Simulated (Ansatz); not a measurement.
This script makes vertical spin-state energies of CH₃AlFI, SMILES [CH3][Al]([F])[I] with the Python package of Ansatz (0.2.0).

`spin_ch3alfi.py`
```python
import warnings

import ansatz
from ase import Atoms

warnings.simplefilter('ignore', ansatz.DeckWarning)

atoms = Atoms(['C', 'Al', 'F', 'I', 'H', 'H', 'H'], positions=[
    [0.0923, 0.9596, -0.0189],
    [0.0947, -0.9818, 0.1329],
    [1.3602, -1.7651, 1.0927],
    [-1.6153, -2.4084, -1.0533],
    [-0.8163, 1.2913, -0.6817],
    [-0.0659, 1.4717, 0.9754],
    [1.0115, 1.3647, -0.4928],
])
mol = ansatz.Crystal.molecule_from_ase(atoms)

setup = mol.calculation().basis(gaussian='def2-SVP').functional('r2SCAN')
found = {}
for unpaired in [0, 2]:
    data = setup.spin('collinear', total=unpaired).run(threads=1).report
    s = unpaired / 2
    found[unpaired] = data['free_energy_ev']
    print(f'2S+1 = {unpaired + 1}: E = {found[unpaired]:.5f} eV, <S^2> = {abs(data["mean_field"]["state"]["spin_squared"]):.3f} (pure state {s * (s + 1):.2f})')
lowest = min(found, key=found.get)
for unpaired, e in found.items():
    print(f'multiplicity {unpaired + 1}: {23.060548 * (e - found[lowest]):.1f} kcal/mol above the lowest')
```

Which spin state is lowest at this geometry, and how far above lie the others?

In order: multiplicity 1 (+0.00 eV) and multiplicity 3 (+5.32 eV), all at the one geometry.

The run itself:

```console
$ python spin_ch3alfi.py
2S+1 = 1: E = -18499.88554 eV, <S^2> = 0.000 (pure state 0.00)
2S+1 = 3: E = -18494.56357 eV, <S^2> = 2.007 (pure state 2.00)
multiplicity 1: 0.0 kcal/mol above the lowest
multiplicity 3: 122.7 kcal/mol above the lowest
```

Reading the output:
- Total energies depend on the basis set; only differences at equal settings carry meaning.
- The geometry is a force-field or estimated start, not a minimum of this method, and the basis set is short of its limit. All parts are taken at fixed geometry, without zero-point energy.
- def2 sets replace the cores of elements past krypton by effective core potentials.
- Spin-orbit coupling, which mixes and shifts the spin states of heavy atoms, is left out.
- Run time: 81 s on 1 thread of Arm Neoverse V2 (shared host), peak memory 0.33 GiB.
